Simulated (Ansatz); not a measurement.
# C₃H₉InOSi₂: a ladder of functionals and wavefunction methods

One table from this session's results is given with a row withheld; the runs are named, their logs left out.

Computed with Ansatz 0.2.0, Gaussian basis. Level: functionals in def2-TZVPP, the program's frozen cores in correlated methods.

The runs, in order: LDA (SPW92), PBE-D4, revPBE-D4, BLYP-D4, r2SCAN-D4, B97M-V, PBE0-D4, B3LYP-D4, r2SCANh-D4, r2SCAN0-D4, HSE06-D4, BHLYP-D4, CAM-B3LYP-D4, LC-ωPBE, ωB97X-V, ωB97M-V, B2PLYP, PBE-QIDH; CCSD(T)/def2-SVP; CCSD(T)/def2-TZVPP; MP2/def2-QZVPP; extrapolation to the limit; RPA on PBE.

1 further run of the same task is left out (for a known fault of the program).

**Structure used throughout**

All runs share one geometry, relaxed beforehand with PBE0-D4 in a triple-zeta def2 set. In takes the def2 core potential; no spin-orbit term is included.

16 atoms, charge 0, spin multiplicity 1.

Atoms are counted from 1 here; the program's logs count them from 0.

Bond lengths: C1–C2 1.206 Å, C1–H8 1.064 Å, C2–C3 1.432 Å, C3–Si4 1.884 Å, C3–In5 2.258 Å, C3–O6 1.447 Å, Si4–H9 1.486 Å, Si4–H10 1.490 Å, Si4–H11 1.486 Å, In5–H12 1.718 Å, In5–H13 1.723 Å, O6–Si7 1.638 Å, Si7–H14 1.479 Å, Si7–H15 1.521 Å, Si7–H16 1.481 Å. Angles: C2–C1–H8 180.0°, C1–C2–C3 178.6°, C2–C3–Si4 111.5°, C2–C3–In5 107.9°, C2–C3–O6 112.8°, Si4–C3–In5 108.2°, Si4–C3–O6 108.4°, In5–C3–O6 108.0°, C3–Si4–H9 108.9°, C3–Si4–H10 107.1°, C3–Si4–H11 112.2°, H9–Si4–H10 109.0°, H9–Si4–H11 109.9°, H10–Si4–H11 109.6°, C3–In5–H12 118.1°, C3–In5–H13 114.6°, H12–In5–H13 127.0°, C3–O6–Si7 117.4° and more.

Set-up of the first run:

File in.yaml:

```yaml
crystal:
  periodic: [false, false, false]
  atoms:
    - {symbol: C, position_ang: [2.514300, 0.793598, 0.549350]}
    - {symbol: C, position_ang: [1.473556, 0.274689, 0.228675]}
    - {symbol: C, position_ang: [0.237846, -0.322735, -0.180423]}
    - {symbol: Si, position_ang: [0.517367, -1.681437, -1.455313]}
    - {symbol: In, position_ang: [-1.028700, 1.285826, -1.132130]}
    - {symbol: O, position_ang: [-0.507967, -0.882302, 0.926462]}
    - {symbol: Si, position_ang: [-1.192588, 0.168051, 1.980352]}
    - {symbol: H, position_ang: [3.431887, 1.251843, 0.832012]}
    - {symbol: H, position_ang: [-0.793206, -2.280863, -1.815951]}
    - {symbol: H, position_ang: [1.103426, -1.035487, -2.662801]}
    - {symbol: H, position_ang: [1.437149, -2.737499, -0.957913]}
    - {symbol: H, position_ang: [-0.364237, 2.863616, -1.269830]}
    - {symbol: H, position_ang: [-2.522789, 0.728075, -1.785486]}
    - {symbol: H, position_ang: [-2.297649, -0.517884, 2.683544]}
    - {symbol: H, position_ang: [-1.756106, 1.292062, 1.125094]}
    - {symbol: H, position_ang: [-0.252268, 0.800437, 2.934369]}
basis:
  gaussian: {orbitals: def2-TZVPP}
hamiltonian: {xc: lda}
output: {orbitals: {seedname: orbitals}}
```

Run with:

```console
$ ansatz run in.yaml --threads 2 --pin off --events-out ev --progress --plain --max-ram 22528MiB --backend cuda --devices 0, --max-vram 18GiB
```

Among the steps run: LDA; PBE-D4 (GGA); revPBE-D4 (GGA); BLYP-D4 (GGA); r2SCAN-D4 (meta-GGA); B97M-V (meta-GGA); PBE0-D4 (hybrid); B3LYP-D4 (hybrid); r2SCANh-D4 (hybrid); r2SCAN0-D4 (hybrid); HSE06-D4 (hybrid); BHLYP-D4 (hybrid); CAM-B3LYP-D4 (range-separated); LC-ωPBE (range-separated); ωB97X-V (range-separated); ωB97M-V (range-separated); B2PLYP (double hybrid); PBE-QIDH (double hybrid).

One of the session's tables, all rows but one given; the rest of the session is left out.

It belongs to the step «Orbital energies across the functionals». 

```
  functional  HOMO (eV)  LUMO (eV)  gap (eV)
 LDA (SPW92)      -5.60      -2.78      2.82
      PBE-D4      -5.42      -2.47      2.96
   revPBE-D4          ?          ?         ?
     BLYP-D4      -5.29      -2.35      2.94
   r2SCAN-D4      -5.58      -2.22      3.36
      B97M-V      -5.68      -2.43      3.26
     PBE0-D4      -6.45      -1.70      4.75
    B3LYP-D4      -6.27      -1.91      4.36
  r2SCANh-D4      -5.97      -1.95      4.02
  r2SCAN0-D4      -6.57      -1.55      5.01
    HSE06-D4      -6.06      -2.06      4.00
    BHLYP-D4      -7.39      -0.90      6.48
CAM-B3LYP-D4      -7.69      -0.79      6.90
     LC-ωPBE      -8.94       0.31      9.24
     ωB97X-V      -8.61       0.18      8.78
     ωB97M-V      -8.52      -0.07      8.45
```

**Question.** Estimate the row for revPBE-D4.

The run gave: HOMO (eV): -5.36; LUMO (eV): -2.33; gap (eV): 3.03. In the column «HOMO (eV)» it lies between PBE-D4 (-5.42) and BLYP-D4 (-5.29).
